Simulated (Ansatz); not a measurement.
# CH4GeSe, SMILES [CH2]1[GeH2][Se]1: vertical and adiabatic energies of changing the electron count

Program: Ansatz 0.2.0 through its Python package.

`ch4gese.xyz`
```text
7

C    -0.59730   -0.28180   -0.64280
Ge    0.67580    0.40890    0.55660
Se   -0.60880   -1.65840    0.60150
H    -1.51840    0.35110   -0.62700
H    -0.23600   -0.51630   -1.66740
H     0.17100    1.44100    1.61310
H     2.17490    0.18740    0.12040
```

Typed at the interpreter:
```pycon
>>> from dataclasses import dataclass
>>> import itertools
>>> import ansatz as az
>>> from ase.data import atomic_numbers, covalent_radii
>>> import numpy as np
>>> @dataclass
... class Settings:
...     basis_set: str = "def2-SVP"
...     xc: str = "pbe"
...     dispersion: str = "d3bj"
...     charge: int = 1
...
>>> cfg = Settings()
>>> geometry = az.Crystal.molecule_from_extxyz("ch4gese.xyz")
>>> setup = (
...     geometry.calculation()
...     .basis(gaussian=cfg.basis_set)
...     .functional(cfg.xc, dispersion=cfg.dispersion)
...     .scf(lower_state_search="standard")
... )
>>> symbols = [site.symbol for site in geometry.cartesian_sites]
>>> start = np.array([site.position_ang for site in geometry.cartesian_sites], dtype=float)
>>> summary = setup.relax(force_tolerance=0.01).run().report
>>> end = np.array(summary["positions_ang"])
>>> minimum = az.Crystal.molecule()
>>> for symbol, place in zip(symbols, end):
...     minimum = minimum.atom(symbol, place.tolist())
...
>>> ion = (
...     minimum.calculation()
...     .basis(gaussian=cfg.basis_set)
...     .functional(cfg.xc, dispersion=cfg.dispersion)
...     .scf(lower_state_search="standard")
...     .charge(cfg.charge)
...     .spin("collinear", total=1)
... )
>>> vertical = ion.run().report
>>> settled = ion.relax(force_tolerance=0.01, max_steps=80).run().report
>>> print(f"vertical ionisation energy   {vertical['free_energy_ev'] - summary['free_energy_ev']:.3f} eV")
vertical ionisation energy   8.474 eV
>>> print(f"adiabatic, no zero point     {settled['free_energy_ev'] - summary['free_energy_ev']:.3f} eV")
adiabatic, no zero point     8.276 eV
>>> print(f"relaxation energy of the ion {vertical['free_energy_ev'] - settled['free_energy_ev']:.3f} eV")
relaxation energy of the ion 0.197 eV
>>> ionised = np.array(settled["positions_ang"])
>>> # pairs closer than 1.2 times the sum of covalent radii, before or after
>>> radius = [covalent_radii[atomic_numbers[s]] for s in symbols]
>>> span = lambda where, i, j: np.linalg.norm(where[i] - where[j])
>>> bonded = [(i, j) for i, j in itertools.combinations(range(len(symbols)), 2) if min(span(end, i, j), span(ionised, i, j)) < 1.2 * (radius[i] + radius[j])]
>>> print("pair        before    after (A)")
pair        before    after (A)
>>> for i, j in bonded:
...     print(f"{symbols[i]}{i}-{symbols[j]}{j}".ljust(10), f"{span(end, i, j):8.4f} {span(ionised, i, j):8.4f}")
...
C0-Ge1       1.9454   1.9411
C0-Se2       2.0267   1.9887
C0-H3        1.1028   1.1090
C0-H4        1.1029   1.1090
Ge1-Se2      2.3462   2.5078
Ge1-H5       1.5420   1.5332
Ge1-H6       1.5419   1.5332
>>> for first, second in list(itertools.combinations(bonded, 2)):
...     shared = set(first) & set(second)
...     if shared and symbols[(j := shared.pop())] != "H":
...         i, k = sorted((set(first) | set(second)) - {j})
...         u, v = ionised[i] - ionised[j], ionised[k] - ionised[j]
...         angle = np.degrees(np.arccos(np.clip(u @ v / np.linalg.norm(u) / np.linalg.norm(v), -1, 1)))
...         print(f"final angle {symbols[i]}{i}-{symbols[j]}{j}-{symbols[k]}{k}: {angle:.2f} deg")
...
final angle Ge1-C0-Se2: 79.30 deg
final angle Ge1-C0-H3: 119.46 deg
final angle Ge1-C0-H4: 119.47 deg
final angle C0-Ge1-Se2: 51.19 deg
final angle C0-Ge1-H5: 118.09 deg
final angle C0-Ge1-H6: 118.07 deg
final angle Se2-C0-H3: 110.76 deg
final angle Se2-C0-H4: 110.75 deg
final angle C0-Se2-Ge1: 49.51 deg
final angle H3-C0-H4: 111.89 deg
final angle Se2-Ge1-H5: 107.24 deg
final angle Se2-Ge1-H6: 107.25 deg
final angle H5-Ge1-H6: 123.84 deg
```

Reading the output:
- These settings explore the input space; basis and method may be short of convergence.
- The energies are electronic: no zero-point or thermal terms, and the basis set is short of its limit. The product may relax into another structure. Each relaxation finds its nearest minimum, which needn't be the lowest.
- Wall time of the script: 60 s on 1 thread of Arm Neoverse V1, on a shared host, peak memory 0.29 GiB.
